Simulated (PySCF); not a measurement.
**C3H7FSi: electronic excitations and core binding energies**

Aim: predict the electronic excitations and core binding energies of C3H7FSi (`FC1C[SiH2]C1`).

Computed with PySCF 2.14.0, with density-fitted response routines of our own, on a single molecule in the gas phase. Atoms are numbered from 0 throughout.

**1. Starting geometry**

12 atoms, charge 0, multiplicity 1; geometry from: GFN2-xTB.

Bonds of the start (Å): F0–C1 1.38, C1–C2 1.53, C2–Si3 1.91, Si3–C4 1.91, C4–C1 1.53, C1–H5 1.09, C2–H6 1.09, C2–H7 1.09, Si3–H8 1.46, Si3–H9 1.46, C4–H10 1.09, C4–H11 1.09.

**2. TDDFT and polarisability: CAM-B3LYP/def2-SVPD**

Job settings and geometry (Å):

```
{"job": {"kind": "uv", "xc": "CAM-B3LYP", "basis": "def2-SVPD", "nstates": 8, "ntriplets": 3}, "charge": 0, "multiplicity": 1}
F      1.034905    -1.968243     0.262378
C      0.343831    -0.819649     0.591416
C     -0.962112    -0.663124    -0.198103
Si    -0.543009     1.168912    -0.554397
C      1.079427     0.458129     0.167719
H      0.179608    -0.873058     1.671859
H     -0.935603    -1.293718    -1.084653
H     -1.854680    -0.921453     0.365252
H     -1.228025     2.125707     0.313228
H     -0.525776     1.597134    -1.950091
H      1.589923     0.967781     0.980424
H      1.822710     0.220894    -0.591060
```

Method: TDDFT CAM-B3LYP/def2-SVPD, vertical, gas phase, core orbitals frozen in the response.

The run is started by

```console
$ OMP_NUM_THREADS=1 python probes_run.py task.json out
```

One launch serves the whole session: the jobs run in the order shown.

**Question.** This job is followed by: delta-SCF UKS SCAN, pcX-2 on the ionised atom, pcseg-1 elsewhere, spin-free X2C. Predict these results of the whole session: lowest singlet (CAM-B3LYP/def2-SVPD); brightest single state of those computed; lowest triplet; C1s binding energies, SCAN/pcX-2; F1s binding energies, SCAN/pcX-2; Si1s binding energies, SCAN/pcX-2; Si2p binding energies, SCAN/pcX-2.

**Answer**, as computed:

| quantity | value |
| --- | --- |
| lowest singlet (CAM-B3LYP/def2-SVPD) | 7.49 eV (166 nm), f = 0.015 |
| brightest single state of those computed | state 2, 7.59 eV, f = 0.117 |
| lowest triplet | 6.62 eV |
| C1s binding energies, SCAN/pcX-2 | C1 292.80, C2 290.08 eV |
| F1s binding energies, SCAN/pcX-2 | F0 691.89 eV |
| Si1s binding energies, SCAN/pcX-2 | Si3 1846.43 eV |
| Si2p binding energies, SCAN/pcX-2 | Si3 106.91 eV |

The lowest singlet, at 7.49 eV, is HOMO−1→LUMO 0.87 and is weak; of the 8 states computed, the strongest absorption comes from state 2 at 7.59 eV. The lowest triplet lies 0.87 eV below the lowest singlet (triplets in Tamm-Dancoff, singlets in full TDDFT). The C1s levels kept as sound span 2.72 eV, from C2 (sp3 CH2 bonded to Si) up to C1 (sp3 CH bonded to F).
